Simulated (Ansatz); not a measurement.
# Ti2RuO6: the cost of one run

Program: Ansatz 0.2.0. Level of theory: DFT PBE, scalar-relativistic, plane waves, PAW. These are calculated values, not measurements.

## Step 1: The starting structure

Symmetry: C2, No. 5, monoclinic system. The conventional cell has a = 9.698 Å, b = 5.757 Å, c = 6.309 Å, α = 90.00°, β = 91.65°, γ = 90.00°. Ti (site symmetry 1) has 4 O at 1.81 to 1.84 Å in its first shell of neighbours. Ru (site symmetry 2) is surrounded by 4 O at 1.85 to 1.86 Å. O (site symmetry 1) has 1 Ti at 1.82 Å and 1 Ru at 1.86 Å in its first shell of neighbours. Around O (site symmetry 1) lie 1 Ti at 1.84 Å and 1 Ru at 1.85 Å. Around O (site symmetry 1) lie 2 Ti at 1.81 to 1.84 Å.

Coordinates:

```cif
data_structure
_symmetry_space_group_name_H-M 'C2'
_symmetry_Int_Tables_number 5
_cell_length_a 9.6976
_cell_length_b 5.7571
_cell_length_c 6.3092
_cell_angle_alpha 90.000
_cell_angle_beta 91.654
_cell_angle_gamma 90.000
_cell_volume 352.10
loop_
_atom_site_label
_atom_site_type_symbol
_atom_site_symmetry_multiplicity
_atom_site_Wyckoff_symbol
_atom_site_fract_x
_atom_site_fract_y
_atom_site_fract_z
_atom_site_occupancy
Ti1 Ti 4 c 0.73654 0.25771 0.66395 1
Ru1 Ru 2 a 0.50000 0.99353 0.00000 1
O1 O 4 c 0.62865 0.79860 0.13258 1
O2 O 4 c 0.57466 0.17323 0.78964 1
O3 O 4 c 0.78796 0.02370 0.48515 1
```

The cell was relaxed beforehand at this level, from a generated guess; it needn't be the stable form of this composition. At a tolerance of 0.02 Å it has space group C2 (No. 5); it has 19.56 Å³/atom, an uncorrected energy of -2.09 eV/atom over the elements.

## Step 2: Electronic structure at the relaxed geometry

Contents of input.yaml:

```yaml
crystal:
  lattice:
    - [4.8485801312, -2.8785587095, -0.0436488705]
    - [4.8485801312, 2.8785587095, -0.0436488705]
    - [-0.125342149, 0.0, 6.3079608865]
  atoms:
    - { symbol: Ti, position: [0.4788338379, 0.9942501035, 0.663951974] }
    - { symbol: Ti, position: [0.0057498965, 0.5211661621, 0.336048026] }
    - { symbol: Ru, position: [0.506474897, 0.493525103, 0.0] }
    - { symbol: O, position: [0.8300535067, 0.4272519356, 0.1325822986] }
    - { symbol: O, position: [0.4014359809, 0.7478936954, 0.7896389011] }
    - { symbol: O, position: [0.7642554833, 0.8116579713, 0.4851534174] }
    - { symbol: O, position: [0.1883420287, 0.2357445167, 0.5148465826] }
    - { symbol: O, position: [0.5727480644, 0.1699464933, 0.8674177014] }
    - { symbol: O, position: [0.2521063046, 0.5985640191, 0.2103610989] }
basis:
  ecutwfc: 420
kpoints:
  mp_grid: { grid: [8, 8, 6] }
  band_path:
    path:
      - [[0.0, 0.0, 0.0], [-0.33818361, 0.33818361, 0.0]]
      - [[-0.66181639, -0.33818361, 0.0], [-0.5, -0.5, 0.0], [0.0, 0.0, 0.0], [-0.5, -0.5, 0.5], [-0.66572896, -0.33427104, 0.5]]
      - [[-0.33427104, 0.33427104, 0.5], [0.0, 0.0, 0.5], [0.0, 0.0, 0.0]]
      - [[-0.5, 0.0, 0.5], [0.0, 0.0, 0.0], [-0.5, 0.0, 0.0]]
    npoints: 14
hamiltonian:
  xc: pbe
scf:
  occupations: { method: gaussian, width: 0.01 }
  n_extra_bands: 22
output:
  forces: true
  stress: true
  eigenvalues: true
  populations: true
  dos: { projected: true, de: 0.02, nscf_kmesh: { grid: [10, 10, 8] } }
  bader: true
```

On the command line:

```sh
> ansatz run input.yaml --threads 4 --pin off --max-ram 8192MiB --backend cpu --events-out ev --progress --plain --runs-dir out
```

Q: Estimate wall time and peak memory on 4 threads of Arm Neoverse V2, shared host.

About 2.4 min, with a peak of 1.7 GiB.
